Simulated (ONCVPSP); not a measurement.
# An ONCV potential for magnesium, from input to tests

Aim: build the potential from the settings below, then test how well it stands in for the atom: other configurations, scattering, ghost states and the plane-wave cutoff that it needs.

Program: ONCVPSP 4.0.1. Reference atom: PBE, scalar-relativistic, spherical and spin-unpolarised. All values are calculated.

## 1. Settings

Typed settings, in words:

- element: magnesium (Mg, Z = 12)
- type: optimised norm-conserving Vanderbilt (ONCV)
- frozen core: [He]
- valence charge: 10
- reference configuration: 2s2 2p6 3s1.75 3p0.25
- partial waves: 2s+3s: rc 0.95 bohr, ncon 4, nbas 8, qcut 12.2 1/bohr, 2 projectors; 2p+3p: rc 1.10 bohr, ncon 3, nbas 6, qcut 15.2 1/bohr, 2 projectors; d scattering state at 0.23 Ha: rc 0.90 bohr, ncon 4, nbas 9, qcut 10.9 1/bohr, 2 projectors, debl 1.3 Ha
- local potential: polynomial inside 0.90 bohr (lpopt 4, dvloc0 6 Ha)
- core correction: not asked for

## 2. The generation run

Input file Mg.dat:

```
# ATOM AND REFERENCE CONFIGURATION
# atsym  z   nc   nv     iexc    psfile
  Mg 12.00    1    4        4      upf
#
#   n    l    f
    1    0    2.00
    2    0    2.00
    2    1    6.00
    3    0    1.75
    3    1    0.25
#
# PSEUDOPOTENTIAL AND OPTIMIZATION
# lmax
    2
#
#   l,   rc,      ep,       ncon, nbas, qcut
    0    0.95    0.00    4    8   12.20
    1    1.10    0.00    3    6   15.20
    2    0.90    0.23    4    9   10.90
#
# LOCAL POTENTIAL
# lloc, lpopt,  rc(5),   dvloc0
    4    4    0.90    6.00
#
# VANDERBILT-KLEINMAN-BYLANDER PROJECTORs
# l, nproj, debl
    0    2    1.30
    1    2    2.20
    2    2    1.30
#
# MODEL CORE CHARGE
# icmod, fcfact, rcfact
    0    0.00    0.00
#
# LOG DERIVATIVE ANALYSIS
# epsh1, epsh2, depsh
   -4.00    5.00    0.02
#
# OUTPUT GRID
# rlmax, drl
    6.00    0.01
#
# TEST CONFIGURATIONS
# ncnf
    4
# nvcnf
#   n    l    f
    4
    2    0    2.00
    2    1    6.00
    3    0    2.00
    3    1    0.00
#
    4
    2    0    2.00
    2    1    6.00
    3    0    1.00
    3    1    0.00
#
    4
    2    0    2.00
    2    1    6.00
    3    0    0.00
    3    1    0.00
#
    4
    2    0    2.00
    2    1    5.00
    3    0    2.00
    3    1    0.00
#
```

On the command line:

```sh
oncvpsp.x < Mg.dat > Mg.out
```

**Question.** What will these runs give? Wanted: cutoffs for 1 and 0.1 mHa per electron, occupied waves; bound ghosts; GHOST(+) flags; largest test error; largest phase difference near zero energy, channels read.

**Answer**, as computed:

```
                                                quantity                                            value
  cutoffs for 1 and 0.1 mHa per electron, occupied waves                                  69 Ha and 79 Ha
                                            bound ghosts                                       none found
                                          GHOST(+) flags                               none at low energy
                            largest test error (AE − PS)  +193 meV, for 2s2 2p5 3s2 3p0 (1 test unsolved)
largest phase difference near zero energy, channels read                                        0.000 rad
```

What this shows: The worst unpolarised test, 2s2 2p5 3s2 3p0, is off by 193 meV on 57.7 eV; by total energies transferability rates as poor. That test lies far up in energy; among those under 40 eV, nearer to bonding, the largest error is 0.1 meV. Of the tests 1 gave no usable energy difference, which is a warning in itself. By its cutoff, 69 Ha for the looser tolerance, it is very hard. At the looser tolerance the 2p wave is the slowest; 3p needs 51 Ha. It is free of bound ghosts as far as tested. Near zero energy the phases of the channels with partial waves agree within 0.001 rad. All of this concerns the isolated atom, not yet a solid.
